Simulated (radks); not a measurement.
# The first electron to leave W⁷⁺

W⁷⁺ stands in [Xe] 4f13. From which sub-shell is an electron easiest to take? Each removal is a run of its own. The parent's configuration is the lowest that an earlier search found at this level.

Program: radks (a radial shooting solver on a logarithmic mesh, Libxc functionals) version 1. Level of theory: scalar-relativistic Kohn-Sham, LDA (Slater exchange, Perdew-Wang correlation), spin-polarised, spherical densities, finite nucleus; open shells are filled with parallel spins first. These are calculated values, not measurements, unless marked.

5 further runs of the same task are left out: 5 set aside as unsound or not needed.

**1. Starting point**

```
element            : tungsten (Z = 74)
charge             : +7
electrons          : 67
configuration      : [Xe] 4f13
nuclear rms radius : 5.3658 fm
```

Outer shells as boxes (Hund's rule):

W⁷⁺
```
[Xe] core
4f [↑↓][↑↓][↑↓][↑↓][↑↓][↑↓][↑ ]
```

**2. The parent, W⁷⁺**

From an earlier run at this level the parent has E = -16118.584327 hartree and these outer levels (eV):

```csv
level,occupation,energy (eV)
4d up,5,-344.49
4d down,5,-343.45
5s up,1,-176.41
5s down,1,-175.99
4f up,7,-138.40
4f down,6,-137.41
5p up,3,-137.31
5p down,3,-137.00
```

**3. Remove 5p: [Kr] 4d10 4f13 5s2 5p5**

Input:

```text
Z 74
configuration [Kr] 4d10 4f13 5s2 5p5
relativity scalar-relativistic
functional lda,pw
spin polarised
nucleus finite rms 5.3658 fm
c 137.035999084
```

**4. Remove 4f: [Xe] 4f12**

Input:

```text
Z 74
configuration [Xe] 4f12
relativity scalar-relativistic
functional lda,pw
spin polarised
nucleus finite rms 5.3658 fm
c 137.035999084
```

**5. Remove 5s: [Kr] 4d10 4f13 5s1 5p6**

Settings, as their differences from step 4:

```diff
@@ -1,3 +1,3 @@
 Z 74
-configuration [Xe] 4f12
+configuration [Kr] 4d10 4f13 5s1 5p6
 relativity scalar-relativistic
```

**6. Remove 4d: [Kr] 4d9 4f13 5s2 5p6**

Input:

```text
Z 74
configuration [Kr] 4d9 4f13 5s2 5p6
relativity scalar-relativistic
functional lda,pw
spin polarised
nucleus finite rms 5.3658 fm
c 137.035999084
```

Q: Predict the outcome of this session. Wanted: for each run, case; final configuration; Δ-SCF; −ε of the level emptied.

**Answer**, as computed:

```csv
case,final configuration,Δ-SCF (eV),−ε of the level emptied (eV)
remove 5p,[Kr] 4d10 4f13 5s2 5p5,146.11,137.00
remove 4f,[Xe] 4f12,152.05,137.41
remove 5s,[Kr] 4d10 4f13 5s1 5p6,186.04,175.99
remove 4d,[Kr] 4d9 4f13 5s2 5p6,358.77,343.45
```

The 5p electron leaves first, at 146.11 eV; the next cheapest, 4f, costs 152.05 eV. 5p is also the highest occupied level of the parent. NIST lists 141 eV (semi-empirical); its ground configuration differs from the one found lowest here for the ion. Open shells are spherical and high-spin; term and fine-structure splittings are not resolved. Spin-orbit splitting is averaged out at the scalar-relativistic level.
